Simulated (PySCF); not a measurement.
# C6H7Cl: the cost of one run

Computed with PySCF 2.14.0 and routines of our own; the level stands in each step. Atoms count from 0.

### 1 The starting structure

14 atoms, charge 0, multiplicity 1; geometry from: GFN2-xTB.

### 2 Magnetic properties: GIAO HF/pcSseg-1

What the job is given:

```
{"job": {"kind": "mag", "xc": "HF", "basis": "pcSseg-1", "isotopologues": 2}, "charge": 0, "multiplicity": 1}
C      1.898518     1.283812     0.051445
C      1.433319     0.048675    -0.000701
Cl     2.002244    -1.040907    -1.226804
C      0.391552    -0.539438     0.896553
C     -0.918150    -0.741343     0.141012
C     -2.232699    -0.542573     0.831252
C     -1.887871     0.392868    -0.002816
H      2.633275     1.653590    -0.640957
H      1.550440     1.965394     0.807342
H      0.740653    -1.502864     1.277337
H      0.226932     0.133904     1.739421
H     -0.841130    -1.474830    -0.657524
H     -2.916068    -0.952334     1.533208
H     -2.081692     1.315572    -0.490907
```

With the program's defaults for keys left out, this is: GIAO HF/pcSseg-1 magnetisability, rotational g tensor and spin-rotation constants, non-relativistic, gas phase.

On the command line:

```bash
$ OMP_NUM_THREADS=1 python excited_run.py task.json out
```

One launch serves the whole session: the jobs run in the order shown.

**Question.** How long does this first job take on 1 thread of Arm Neoverse V1, shared host, and how much memory does it need?

About 13 s, with a peak of 0.7 GiB.
